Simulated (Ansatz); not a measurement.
# SiBr2H2 (SiH2Br2): structure and electronic state

What does SiBr2H2 (SiH2Br2) look like as a singlet, and where do its frontier electrons sit?

Method: RKS PBE0-D4/def2-TZVP; program: Ansatz 0.2.0, Gaussian basis.

Levels to be run: relaxation at PBE-D4/def2-TZVP; a search for the lowest solution at PBE0-D4/def2-SVP; a single point at PBE0-D4/def2-TZVP.

## (1) The system as given

5 atoms, charge 0, spin multiplicity 1.

Atoms are counted from 1 here; the program's logs count them from 0.

Bond lengths: Si1–Br2 2.209 Å, Si1–Br3 2.209 Å, Si1–H4 1.446 Å, Si1–H5 1.446 Å. Angles: Br2–Si1–Br3 108.0°, Br2–Si1–H4 107.9°, Br2–Si1–H5 107.9°, Br3–Si1–H4 107.9°, Br3–Si1–H5 108.0°, H4–Si1–H5 116.8°.

The start is a GFN2-xTB geometry.

## (2) Relaxation at PBE-D4/def2-TZVP

in.yaml

```yaml
crystal:
  periodic: [false, false, false]
  atoms:
    - {symbol: Si, position_ang: [-0.177130, 0.000460, -0.124220]}
    - {symbol: Br, position_ang: [-0.138430, -0.021530, 2.084080]}
    - {symbol: Br, position_ang: [1.911640, 0.015030, -0.842380]}
    - {symbol: H, position_ang: [-0.801850, 1.234750, -0.546180]}
    - {symbol: H, position_ang: [-0.794230, -1.228710, -0.571300]}
basis:
  gaussian: {orbitals: def2-TZVP}
hamiltonian: {xc: pbe, dispersion: d4}
scf: {lower_state_search: "off"}
output: {orbitals: {seedname: orbitals}}
relax: {f_tol: 0.02, max_steps: 100}
```

Started as:

```bash
> ansatz run in.yaml --threads 4 --pin off --events-out ev --progress --plain --max-ram 3916MiB
```

The runs that follow: Searching for the lowest solution, PBE0-D4/def2-SVP; Single point, PBE0-D4/def2-TZVP.

Before running them: what should the planned runs give, taken together? Wanted: point group; commonest bond, hydrogen aside; HOMO, LUMO at PBE0-D4/def2-TZVP; dipole at PBE-D4/def2-TZVP.

**Answer**, as computed:

| quantity | value |
| --- | --- |
| point group | C2v |
| commonest bond, hydrogen aside | Br–Si, 2 of mean length 2.224 Å |
| HOMO, LUMO at PBE0-D4/def2-TZVP | -8.62, -0.75 eV |
| dipole at PBE-D4/def2-TZVP | 1.01 D |

**Reading.** The molecule keeps its bonding pattern by the stored test; the atoms moved 0.04 Å (rms). No usable vibrations, so a minimum isn't proven. The HOMO lies nearest to Br2, Br3 about 38 % each; H4, H5 about 11 % each and the LUMO to Si1 32 %; Br2, Br3 about 24 % each.
